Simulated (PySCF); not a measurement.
# CaS⁻: changing the method

Aim: see what other levels and later steps give for CaS⁻.

Computed with PySCF 2.14.0. Level: method and basis as typed in the scripts.

5 further runs of the same task are left out: 5 that didn't finish.

## Step 1: The starting structure

CaS⁻: 2 atoms, charge -1, spin multiplicity 2.

Bond lengths: Ca1–S2 2.612 Å.

## Step 2: The run that the others are compared with

The input, input.py:

```python
from pyscf import gto, dft

mol = gto.M(
    atom='Ca 0 0 0; S 0 0 2.612',
    basis='def2-svpd',
    charge=-1,
    spin=1,
    symmetry=True,
    verbose=4,
)
mf = dft.UKS(mol, xc='b3lyp5')
mf.kernel()
g = mf.nuc_grad_method()
g.grid_response = True
g.kernel()
mf.dip_moment()
print('orbital energies (hartree):', [e[max(0, n-3):n+3].round(4) for e, n in zip(mf.mo_energy, mol.nelec)])
```

Started as:

```
$ OMP_NUM_THREADS=1 python input.py
```

Its log is not repeated here.

In short: E(SCF) = -1075.525035 Eh, 13 cycles, ⟨S²⟩ = 0.753, gradient on the second atom 0.0274 Eh/bohr.

The bond length is a typed value, not an optimised one. The dipole of an ion depends on the origin.

## Step 3: Pbe

Variant 1 changes functional: b3lyp5 → pbe.

The input, input.py:

```python
from pyscf import gto, dft

mol = gto.M(
    atom='Ca 0 0 0; S 0 0 2.612',
    basis='def2-svpd',
    charge=-1,
    spin=1,
    symmetry=True,
    verbose=4,
)
mf = dft.UKS(mol, xc='pbe')
mf.kernel()
g = mf.nuc_grad_method()
g.grid_response = True
g.kernel()
mf.dip_moment()
print('orbital energies (hartree):', [e[max(0, n-3):n+3].round(4) for e, n in zip(mf.mo_energy, mol.nelec)])
```

Started as:

```
$ OMP_NUM_THREADS=1 python input.py
```

## Step 4: Stability test

Variant 2 changes step after the SCF: gradient → stability; point-group symmetry: on → off.

Changes to input.py since step 2:

```diff
@@ -7,3 +7,2 @@
     spin=1,
-    symmetry=True,
     verbose=4,
@@ -12,5 +11,3 @@
 mf.kernel()
-g = mf.nuc_grad_method()
-g.grid_response = True
-g.kernel()
+mf.stability(internal=True, external=True)
 mf.dip_moment()
```

## Step 5: Tpss

Variant 3 changes functional: b3lyp5 → tpss.

Changes to input.py since step 2:

```diff
@@ -10,3 +10,3 @@
 )
-mf = dft.UKS(mol, xc='b3lyp5')
+mf = dft.UKS(mol, xc='tpss')
 mf.kernel()
```

Q: Predict the outcome of this session. Wanted: for each run, E(SCF); from base; gap, α spin; after the SCF.

**Answer**, as computed:

| run | E(SCF) (hartree) | from base (eV) | cycles | gap, α spin (eV) | after the SCF |
| --- | --- | --- | --- | --- | --- |
| base | -1075.525035 | 0 | 13 | 2.32 | n/a |
| pbe | -1075.239593 | not comparable | 13 | 1.43 | n/a |
| stability test | -1075.525035 | 0.0000 | 13 | 2.32 | unstable: UHF/UKS -> GHF/GKS |
| tpss | -1075.678815 | not comparable | 13 | 1.55 | n/a |

The α-spin gap between the frontier levels is 1.4 eV with pbe (0 % exact exchange) and 2.3 eV with b3lyp5 (20 %): exact exchange opens it. Total energies of different functionals can't be compared with each other; differences within one functional can.
